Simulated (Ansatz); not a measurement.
**MgBr− (singlet): from Hartree-Fock to the top rungs, aug-cc-pVDZ**

An exercise on one series of results from a longer session: the logs are not shown, and one member is left open.

Method: aug-cc-pVDZ, core rule «outside noble gas», up to 19 orbitals frozen; program: Ansatz 0.2.0, Gaussian basis.

The runs, in order: UHF; CCSD(T) on RHF; CCSD(T) on UHF; BCCD(T) on RHF; CISD; CCSDT(Q) on RHF; CCSDT(Q) on UHF.

25 further runs of the same task are left out: 10 for a known fault of the program, 6 that didn't finish, 9 set aside as unsound or not needed. Runs told in other sessions of the task aren't counted.

### What is computed

The geometry is a PBE0/def2-TZVPD stationary point (not a proven minimum) of the parent state, kept for this charge and spin. No spin-orbit coupling is included. The filled d shell of Br may be among the frozen orbitals whatever the setting's name suggests.

2 atoms, charge -1, spin multiplicity 1.

Atoms are counted from 1 here; the program's logs count them from 0.

Bond lengths: Br1–Mg2 2.475 Å.

As a file:

```
Br    0.0000    0.0000    0.0000
Mg    0.0000    0.0000    2.4749
```

Set-up of the first run:

in.yaml reads:

```yaml
crystal:
  periodic: [false, false, false]
  atoms:
    - {symbol: Br, position_ang: [0.000000, 0.000000, 0.000000]}
    - {symbol: Mg, position_ang: [0.000000, 0.000000, 2.474900]}
basis:
  gaussian: {orbitals: aug-cc-pVDZ}
total_charge: -1
magnetization: {spin_polarized: true, initial_magnetization: 0}
hamiltonian: {xc: hf}
output: {orbitals: {seedname: orbitals}}
```

On the command line:

```sh
$ ansatz run in.yaml --threads 1 --pin off --events-out ev --progress --plain --max-ram 2393MiB
```

Steps of the session up to this table: UHF; CCSD(T) on RHF; CCSD(T) on UHF; BCCD(T) on RHF; CISD; CCSDT(Q) on RHF; CCSDT(Q) on UHF.

One of the session's tables, all rows but one given; the rest of the session is left out.

```
   method  from RCCSDT(Q) (meV)
      RHF                     ?
      UHF               +5009.1
     RMP2                +711.7
     CISD                +568.3
    RCCSD                +154.8
 RCCSD(T)                 +23.4
  BCCD(T)                 +23.2
   RCCSDT                 +10.3
RCCSDT(Q)                     0
```

Estimate the missing values for RHF.

As computed: from RCCSDT(Q) (meV): +5022.8. In the column «from RCCSDT(Q) (meV)» it is the highest.

Not comparable, so not listed: CCSD(T) on UHF; CCSDT(Q) on UHF (they don't share determinant, frozen orbitals or solution with the rows shown, or repeat one).

Limits of these values: Warnings: restricted reference is unstable; spin contamination.
